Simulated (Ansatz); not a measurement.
**TeH₂S (SMILES S[TeH]): one structure at several levels**

One table from this session's results is given with a row withheld; the runs are named, their logs left out.

The runs use Ansatz 0.2.0, Gaussian basis; single points in def2-TZVPP.

Cores are frozen in the correlated methods. Filled d shells of the heavier atoms are correlated. Core potentials replace the inner electrons past krypton, and spin-orbit coupling is left out.

## The system as given

SMILES `S[TeH]`, 4 atoms, charge 0, spin multiplicity 1.

Atoms are counted from 1 here; the program's logs count them from 0.

Bond lengths: S1–Te2 2.443 Å, S1–H3 1.368 Å, Te2–H4 1.686 Å. Angles: Te2–S1–H3 98.3°, S1–Te2–H4 93.4°.

Geometry (Å):

```
S    -0.39460   -0.91000    0.85400
Te    0.29710    1.32370    0.14520
H     0.63870   -1.62000    0.30640
H    -0.54370    1.22950   -1.31280
```

Set-up of the first run:

Contents of run/in.yaml:

```yaml
crystal:
  periodic: [false, false, false]
  atoms:
    - {symbol: S, position_ang: [-0.394600, -0.910000, 0.854000]}
    - {symbol: Te, position_ang: [0.297100, 1.323700, 0.145200]}
    - {symbol: H, position_ang: [0.638700, -1.620000, 0.306400]}
    - {symbol: H, position_ang: [-0.543700, 1.229500, -1.312800]}
basis:
  gaussian: {orbitals: def2-TZVPP}
correlation: {method: ccsd_t}
output: {forces: true}
```

No record of the launch command was kept for these runs.

Steps of the session up to this table: CCSD(T)/def2-TZVPP; PBE0-D4/def2-TZVPP; wB97M-V/def2-TZVPP; r2SCAN-D4/def2-TZVPP; PBE-D4/def2-TZVPP; B97M-V/def2-TZVPP; BLYP-D4/def2-TZVPP.

One of the session's tables, all rows but one given; the rest of the session is left out.

```
   method  RMS force component (eV/Å)  angle to CCSD(T) forces (°)  dipole (D)
  CCSD(T)                       0.409                    reference        1.10
  PBE0-D4                       0.409                         15.6        1.16
  wB97M-V                       0.463                          9.5        1.15
r2SCAN-D4                       0.356                         12.8        1.14
   PBE-D4                           ?                            ?           ?
   B97M-V                       0.399                         15.1        1.16
  BLYP-D4                       0.134                         37.7        1.06
```

Estimate the missing values for PBE-D4.

The run gave: RMS force component (eV/Å): 0.218; angle to CCSD(T) forces (°): 27.9; dipole (D): 1.09. In the column «RMS force component (eV/Å)» it lies between BLYP-D4 (0.134) and r2SCAN-D4 (0.356).
